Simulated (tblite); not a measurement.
# C5H15GeN: the cost of one run

Computed with tblite 0.8.0 and PySCF 2.14.0, with density-fitted response routines of our own, on a single molecule, in the gas phase or a continuum. Atoms count from 0, in the outputs and in this text.

### 1 The starting structure

22 atoms, charge 0, multiplicity 1; geometry from: force field or distance geometry start.

Bonds of the start (Å): C0–C1 1.52, C1–C2 1.53, C1–C3 1.54, C3–N4 1.47, N4–C5 1.47, N4–Ge6 1.88, C0–H7 1.10, C0–H8 1.11, C0–H9 1.12, C1–H10 1.11, C2–H11 1.11, C2–H12 1.11, C2–H13 1.12, C3–H14 1.11, C3–H15 1.13, C5–H16 1.10, C5–H17 1.12, C5–H18 1.11, Ge6–H19 1.56, Ge6–H20 1.56, Ge6–H21 1.55.

### 2 Geometry optimisation with GFN2-xTB

The job: settings as JSON, then the geometry in Å.

```
{"job": {"kind": "relax", "xc": "GFN2-xTB", "basis": "xTB"}, "charge": 0, "multiplicity": 1}
C     -1.558100     1.082300    -0.821900
C     -1.099100     0.516800     0.512500
C     -2.288600     0.046200     1.355600
C     -0.107300    -0.648800     0.307400
N      1.091500    -0.225400    -0.421100
C      1.778900    -1.386400    -1.000900
Ge     2.291600     0.663300     0.720200
H     -2.061400     0.305300    -1.423800
H     -0.700300     1.484900    -1.393300
H     -2.286000     1.917300    -0.647700
H     -0.594400     1.322200     1.087900
H     -1.962500    -0.333500     2.341300
H     -2.855700    -0.757300     0.837000
H     -2.986200     0.899100     1.528200
H     -0.645400    -1.446600    -0.245000
H      0.176400    -1.093500     1.311800
H      1.128900    -1.893200    -1.732200
H      2.073800    -2.116200    -0.205300
H      2.693000    -1.055200    -1.540200
H      2.531100    -0.193900     2.001300
H      1.725500     2.055400     1.124000
H      3.643700     0.876600     0.001000
```

Run with:

```
OMP_NUM_THREADS=1 python probes_run.py task.json out
```

The driver reads the jobs from task.json and runs them one after another.

**Question.** How long does this first job take on 1 thread of Intel Xeon Platinum 8259CL at 2.50GHz, shared host?

About 1.6 s.
